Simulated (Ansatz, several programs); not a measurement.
CdSe in the wurtzite structure, relaxed with PBE in Ansatz (plane waves, PAW): space group P6_3mc (No. 186), hexagonal; a = 4.384 Å, c = 7.156 Å in the conventional setting, 29.78 Å³ an atom. Around Cd lie 4 Se at 2.68–2.69 Å; around Se lie 4 Cd at 2.68–2.69 Å. The cell was then scaled with its shape and fractional coordinates held, which makes it stiffer than a relaxed compression. (Simulation; spin polarisation is off.)

| V (Å³/atom) | E (meV/atom) |
| --- | --- |
| 27.989 | 16.43 |
| 28.882 | 3.79 |
| 29.776 | 0.00 |
| 31.562 | 13.61 |

**Question.** Pass a cubic E = c₀ + c₁u + c₂u² + c₃u³, with u = V − 29.552 Å³, through these points.

**Answer.** c₀ = 0.19, c₁ = -1.937, c₂ = 4.917, c₃ = -0.3144 (meV and Å³).

**Question.** Where is the minimum, and what bulk modulus follows?

**Answer.** dE/du = 0 at u = +0.201, so V₀ = 29.75 Å³. B = V₀ d²E/dV² = 29.75 × (2c₂ + 6c₃u) = 29.75 × 9.455 = 281 meV/Å³, and 1 meV/Å³ is 0.16022 GPa: 45 GPa. A third-order Birch-Murnaghan fit to all five points gives 29.76 Å³ and 45 GPa.

**Question.** Predict the energy and the pressure at the withheld volume, 30.669 Å³.

**Answer.** With u = +1.117: E ≈ 3.72 meV and P = −dE/dV ≈ -1.26 GPa. The run gives 3.66 meV and, from its stress, -1.25 GPa.
